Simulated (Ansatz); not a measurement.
# CH6ClNOSi: a ladder of functionals and wavefunction methods

One table from this session's results is given with a row withheld; the runs are named, their logs left out.

Program: Ansatz 0.2.0, Gaussian basis. Level of theory: functionals in def2-TZVPP, the program's frozen cores in correlated methods. These are calculated values, not measurements.

Levels to be run: LDA (SPW92), PBE-D4, revPBE-D4, BLYP-D4, r2SCAN-D4, B97M-V, PBE0-D4, B3LYP-D4, r2SCANh-D4, r2SCAN0-D4, HSE06-D4, BHLYP-D4, CAM-B3LYP-D4, LC-ωPBE, ωB97X-V, ωB97M-V, B2PLYP, PBE-QIDH; CCSD(T)/def2-SVP; CCSD(T)/def2-TZVPP; MP2/def2-QZVPP; extrapolation to the limit; RPA on PBE.

**The relaxed structure**

The geometry comes from an earlier relaxation with PBE0-D4 in a triple-zeta def2 set; it is a stationary point, not always the lowest conformer.

SMILES `CO[SiH](N)Cl`, 11 atoms, charge 0, spin multiplicity 1.

Atoms are counted from 1 here; the program's logs count them from 0.

Bond lengths: C1–O2 1.411 Å, C1–H6 1.094 Å, C1–H7 1.096 Å, C1–H8 1.091 Å, O2–Si3 1.631 Å, Si3–N4 1.690 Å, Si3–Cl5 2.059 Å, Si3–H9 1.479 Å, N4–H10 1.007 Å, N4–H11 1.007 Å. Angles: O2–C1–H6 111.0°, O2–C1–H7 111.5°, O2–C1–H8 108.1°, H6–C1–H7 108.7°, H6–C1–H8 108.9°, H7–C1–H8 108.6°, C1–O2–Si3 124.2°, O2–Si3–N4 112.8°, O2–Si3–Cl5 107.7°, O2–Si3–H9 109.7°, N4–Si3–Cl5 107.9°, N4–Si3–H9 110.0°, Cl5–Si3–H9 108.5°, Si3–N4–H10 120.6°, Si3–N4–H11 121.3°, H10–N4–H11 112.2°.

The first run:

Contents of in.yaml:

```yaml
crystal:
  periodic: [false, false, false]
  atoms:
    - {symbol: C, position_ang: [-1.201376, 1.472205, -0.166385]}
    - {symbol: O, position_ang: [-0.495651, 0.323170, -0.581228]}
    - {symbol: Si, position_ang: [0.460734, -0.566620, 0.395780]}
    - {symbol: N, position_ang: [1.212022, -1.847029, -0.411201]}
    - {symbol: Cl, position_ang: [1.933562, 0.671553, 1.129690]}
    - {symbol: H, position_ang: [-0.513816, 2.282844, 0.093643]}
    - {symbol: H, position_ang: [-1.839264, 1.261906, 0.699714]}
    - {symbol: H, position_ang: [-1.834462, 1.797906, -0.992775]}
    - {symbol: H, position_ang: [-0.330930, -1.080366, 1.534573]}
    - {symbol: H, position_ang: [0.700016, -2.685100, -0.632477]}
    - {symbol: H, position_ang: [1.974566, -1.687568, -1.048733]}
basis:
  gaussian: {orbitals: def2-TZVPP}
hamiltonian: {xc: lda}
output: {orbitals: {seedname: orbitals}}
```

Steps of the session up to this table: LDA; PBE-D4 (GGA); revPBE-D4 (GGA); BLYP-D4 (GGA); r2SCAN-D4 (meta-GGA); B97M-V (meta-GGA); PBE0-D4 (hybrid); B3LYP-D4 (hybrid); r2SCANh-D4 (hybrid); r2SCAN0-D4 (hybrid); HSE06-D4 (hybrid); BHLYP-D4 (hybrid); CAM-B3LYP-D4 (range-separated); LC-ωPBE-D4 (range-separated; the results give it without D4); ωB97X-V (range-separated); ωB97M-V (range-separated); B2PLYP (double hybrid); PBE-QIDH (double hybrid).

One table of the session follows, with a row left open; its other results are not shown here.

It belongs to the step «Frontier levels by functional». 

| functional | HOMO (eV) | LUMO (eV) | gap (eV) |
| --- | --- | --- | --- |
| LDA (SPW92) | -6.69 | -0.15 | 6.54 |
| PBE-D4 | -6.52 | 0.01 | 6.53 |
| revPBE-D4 | -6.46 | 0.08 | 6.53 |
| BLYP-D4 | -6.37 | 0.02 | 6.39 |
| r2SCAN-D4 | ? | ? | ? |
| B97M-V | -6.96 | 0.21 | 7.17 |
| PBE0-D4 | -8.01 | 0.85 | 8.86 |
| B3LYP-D4 | -7.73 | 0.53 | 8.26 |
| r2SCANh-D4 | -7.40 | 0.90 | 8.30 |
| r2SCAN0-D4 | -8.23 | 1.28 | 9.51 |
| HSE06-D4 | -7.60 | 0.48 | 8.08 |
| BHLYP-D4 | -9.38 | 1.52 | 10.90 |
| CAM-B3LYP-D4 | -9.45 | 1.66 | 11.12 |
| LC-ωPBE | -10.91 | 2.97 | 13.87 |
| ωB97X-V | -10.51 | 2.76 | 13.27 |
| ωB97M-V | -10.41 | 2.31 | 12.73 |

Q: Estimate the row for r2SCAN-D4 from the others.

Worked estimate for «HOMO (eV)». Against the share of exact exchange, r2SCANh-D4 (0.1, -7.40), r2SCAN0-D4 (0.25, -8.23) give a slope of -5.53 per unit share; at 0 the line stands at -6.85.

As computed: HOMO (eV): -6.84; LUMO (eV): 0.63; gap (eV): 7.48. In «HOMO (eV)» the line misses by -0.01.
